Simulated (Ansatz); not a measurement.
# Ge6Os: one candidate of a structure search

The task: take a trial cell of Ge6Os to zero force and stress.

Program: Ansatz 0.2.0. Level of theory: DFT PBE, scalar-relativistic, plane waves, PAW. These are calculated values, not measurements.

## Step 1: The starting structure

The structure is cubic, space group Pm-3m (No. 221). Conventional cell: a = 4.973 Å, b = 4.973 Å, c = 4.973 Å, α = 90.00°, β = 90.00°, γ = 90.00°. Around Ge (site symmetry 4mm) lie 5 Ge at 2.06 Å. Os (site symmetry m-3m) has 24 Ge at 3.66 Å as nearest neighbours.

Coordinates:

```
CELL_PARAMETERS angstrom
4.97290 0.00000 0.00000
0.00000 4.97290 0.00000
0.00000 0.00000 4.97290
ATOMIC_POSITIONS crystal
Ge 0.20700 0.50000 0.50000
Ge 0.50000 0.20700 0.50000
Ge 0.79300 0.50000 0.50000
Ge 0.50000 0.79300 0.50000
Ge 0.50000 0.50000 0.20700
Ge 0.50000 0.50000 0.79300
Os 0.00000 0.00000 0.00000
```

Recipe of the guess: species swapped into a database cell of GdB6 (Pm-3m, No. 221), with Os on the Gd sites and Ge on the B sites. The dimensions are guesses.

## Step 2: A first look at the guess

Input file input.yaml:

```yaml
crystal:
  lattice:
    - [4.97289712, 0.0, 0.0]
    - [0.0, 4.97289712, 0.0]
    - [0.0, 0.0, 4.97289712]
  atoms:
    - { symbol: Ge, position: [0.207, 0.5, 0.5] }
    - { symbol: Ge, position: [0.5, 0.207, 0.5] }
    - { symbol: Ge, position: [0.793, 0.5, 0.5] }
    - { symbol: Ge, position: [0.5, 0.793, 0.5] }
    - { symbol: Ge, position: [0.5, 0.5, 0.207] }
    - { symbol: Ge, position: [0.5, 0.5, 0.793] }
    - { symbol: Os, position: [0.0, 0.0, 0.0] }
basis:
  ecutwfc: 420
kpoints:
  mp_grid: { grid: [4, 4, 4] }
hamiltonian:
  xc: pbe
scf:
  occupations: { method: gaussian, width: 0.1 }
  lower_state_search: "off"
output:
  forces: true
  stress: true
  eigenvalues: true
```

On the command line:

```console
> ansatz run input.yaml --threads 1 --pin off --max-ram 2048MiB --backend cpu --events-out ev --progress --plain --runs-dir out
```

The session goes on with these runs: coarse relaxation; final relaxation.

**Question.** What will these runs give? Wanted: conventional cell; volume; energy over the elements; gap on the mesh.

The runs gave:

| quantity | value |
| --- | --- |
| symmetry at the end (tolerance 0.05 Å) | space group Pm-3m (No. 221) |
| conventional cell | a = 6.334 Å, b = 6.334 Å, c = 6.334 Å, α = 90.00°, β = 90.00°, γ = 90.00° |
| volume | 36.30 Å³/atom |
| energy over the elements | +1.82 eV/atom |
| gap on the mesh | none (metal) |

**Reading.** The space group Pm-3m (No. 221) is kept, and the volume per atom grows by 106.6 % from the first guess. With a positive formation energy it can't be a ground state. No finished test with a distortion of lower symmetry is shown, so the end may be a saddle point. Spin-orbit coupling is left out for Os.
